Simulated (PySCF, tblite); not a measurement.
**C3H13NSi3: geometry, infrared bands and NMR shifts**

Aim: predict the infrared bands and NMR shifts of C3H13NSi3 (`C=N[SiH2]C[SiH2]C[SiH3]`).

The runs use tblite 0.8.0 and PySCF 2.14.0, with density-fitted response routines of our own; the level of theory stands in each step. All values are computed, except where a source is named. Atoms are numbered from 0 throughout.

## 1. Starting geometry

20 atoms, charge 0, multiplicity 1; geometry from: force field or distance geometry start.

Bonds of the start (Å): C0–N1 1.25, N1–Si2 1.78, Si2–C3 1.86, C3–Si4 1.87, Si4–C5 1.88, C5–Si6 1.89, C0–H7 1.11, C0–H8 1.10, Si2–H9 1.47, Si2–H10 1.47, C3–H11 1.11, C3–H12 1.11, Si4–H13 1.47, Si4–H14 1.47, C5–H15 1.09, C5–H16 1.12, Si6–H17 1.45, Si6–H18 1.48, Si6–H19 1.47.

## 2. Geometry optimisation with GFN2-xTB

Job settings and geometry (Å):

```
{"job": {"kind": "relax", "xc": "GFN2-xTB", "basis": "xTB"}, "charge": 0, "multiplicity": 1}
C     -3.230100     1.307800    -0.132200
N     -2.204400     0.690500     0.229600
Si    -2.117300    -1.072000     0.034800
C     -0.522700    -1.462200    -0.845100
Si     0.864800    -0.775900     0.201700
C      1.554800     0.803500    -0.537300
Si     3.318700     0.931700     0.115700
H     -3.221900     2.408100     0.027000
H     -4.109000     0.815300    -0.581700
H     -2.190600    -1.674800     1.375200
H     -3.263800    -1.501600    -0.787600
H     -0.523000    -0.936000    -1.818800
H     -0.382200    -2.553300    -0.971600
H      1.956400    -1.755500     0.346800
H      0.365600    -0.416000     1.537200
H      1.551000     0.814100    -1.625500
H      0.942300     1.666600    -0.174300
H      4.114600     1.783100    -0.745700
H      3.852300    -0.445100     0.015300
H      3.239400     1.382200     1.514200
```

Started as:

```sh
$ OMP_NUM_THREADS=1 python probes_run.py task.json out
```

This one command runs all jobs of the session in turn.

**Question.** This job is followed by: GFN2-xTB harmonic vibrations, gas phase; GIAO PBE0/pcSseg-1 NMR shielding, non-relativistic, gas phase. Predict these results of the whole session: strongest single infrared mode (GFN2-xTB); zero-point energy (GFN2-xTB); ¹³C shifts against TMS (PBE0/pcSseg-1); ¹H shifts against TMS (PBE0/pcSseg-1, means over atoms taken as alike); ¹⁵N shifts against NH3 (PBE0/pcSseg-1); ²⁹Si shifts against TMS (PBE0/pcSseg-1).

The runs gave:

| quantity | value |
| --- | --- |
| strongest single infrared mode (GFN2-xTB) | 783 cm⁻¹, 618 km/mol |
| zero-point energy (GFN2-xTB) | 87.6 kcal/mol |
| ¹³C shifts against TMS (PBE0/pcSseg-1) | 172.0, -3.6, -10.0 ppm |
| ¹H shifts against TMS (PBE0/pcSseg-1, means over atoms taken as alike) | 8.77, 8.62, 5.27, 4.48, 3.94, 0.16, -0.10 ppm |
| ¹⁵N shifts against NH3 (PBE0/pcSseg-1) | 425.7 ppm |
| ²⁹Si shifts against TMS (PBE0/pcSseg-1) | -30.9, -39.3, -75.9 ppm |

**Reading.** The optimisation took 170 steps and gained 0.502 eV; among the close pairs (by a distance rule), N1–Si2 changed most, from 1.775 to 1.727 Å. No mode is imaginary among the 54: a minimum at this level. The strongest single mode, at 783 cm⁻¹, is spread over many atoms; the largest shares are those of H9, H10. Unscaled tight-binding wavenumbers are off by several per cent, some by more. Its intensities can rank the bands wrongly. At PBE0/pcSseg-1: Shielding is most anisotropic at N1 (span 858 ppm, paramagnetic term -490 ppm).
